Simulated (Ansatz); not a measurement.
# CH8Ge2: small, medium and large basis sets

An exercise on one series of results from a longer session: the logs are not shown, and one member is left open.

Computed with Ansatz 0.2.0, Gaussian basis. Level: one geometry, several basis sets.

Plan: PBE0-D4/def2-SVP; ωB97M-V/def2-SVP; PBE0-D4/def2-QZVPP; ωB97M-V/def2-QZVPP; the functionals' def2-TZVPP values are taken from earlier runs.

## Structure used throughout

An earlier PBE0-D4 in a triple-zeta def2 set relaxation fixed the geometry.

11 atoms, charge 0, spin multiplicity 1.

Atoms are counted from 1 here; the program's logs count them from 0.

Bond lengths: Ge1–C2 1.955 Å, Ge1–H4 1.540 Å, Ge1–H5 1.539 Å, Ge1–H6 1.539 Å, C2–Ge3 1.955 Å, C2–H7 1.092 Å, C2–H8 1.092 Å, Ge3–H9 1.539 Å, Ge3–H10 1.539 Å, Ge3–H11 1.540 Å. Angles: C2–Ge1–H4 110.7°, C2–Ge1–H5 109.9°, C2–Ge1–H6 109.9°, H4–Ge1–H5 108.8°, H4–Ge1–H6 108.8°, H5–Ge1–H6 108.7°, Ge1–C2–Ge3 113.8°, Ge1–C2–H7 108.8°, Ge1–C2–H8 108.8°, Ge3–C2–H7 108.8°, Ge3–C2–H8 108.8°, H7–C2–H8 107.6°, C2–Ge3–H9 109.9°, C2–Ge3–H10 109.9°, C2–Ge3–H11 110.7°, H9–Ge3–H10 108.7°, H9–Ge3–H11 108.8°, H10–Ge3–H11 108.8°.

Set-up of the first run:

Contents of in.yaml:

```yaml
crystal:
  periodic: [false, false, false]
  atoms:
    - {symbol: Ge, position_ang: [-1.118865, 1.057680, -0.588779]}
    - {symbol: C, position_ang: [-0.279038, -0.690729, -0.344779]}
    - {symbol: Ge, position_ang: [1.303386, -0.652786, 0.802512]}
    - {symbol: H, position_ang: [-2.352917, 0.944870, -1.502551]}
    - {symbol: H, position_ang: [-0.116204, 2.035677, -1.226598]}
    - {symbol: H, position_ang: [-1.559502, 1.621584, 0.773744]}
    - {symbol: H, position_ang: [0.004338, -1.085268, -1.323207]}
    - {symbol: H, position_ang: [-1.011428, -1.376381, 0.087378]}
    - {symbol: H, position_ang: [0.924211, -0.132619, 2.200464]}
    - {symbol: H, position_ang: [2.365339, 0.283500, 0.198981]}
    - {symbol: H, position_ang: [1.906177, -2.062526, 0.943434]}
basis:
  gaussian: {orbitals: def2-SVP}
hamiltonian: {xc: pbe0, dispersion: d4}
output: {orbitals: {seedname: orbitals}}
```

The run is started by

```bash
$ ansatz run in.yaml --threads 4 --pin off --events-out ev --progress --plain --max-ram 10444MiB
```

Among the steps run: PBE0-D4 in def2-SVP; ωB97M-V in def2-SVP; PBE0-D4 in def2-QZVPP; ωB97M-V in def2-QZVPP.

One table of the session follows, with a row left open; its other results are not shown here.

It belongs to the step «Density functionals: the series». 

```
functional       basis  HOMO (eV)  LUMO (eV)
   PBE0-D4    def2-SVP          ?          ?
   PBE0-D4  def2-TZVPP      -8.48       0.42
   PBE0-D4  def2-QZVPP      -8.47       0.14
   ωB97M-V    def2-SVP     -10.58       2.48
   ωB97M-V  def2-TZVPP     -10.61       1.97
   ωB97M-V  def2-QZVPP     -10.61       1.45
```

**Question.** Estimate the row for PBE0-D4, def2-SVP.

The run gave: HOMO (eV): -8.48; LUMO (eV): 0.76.
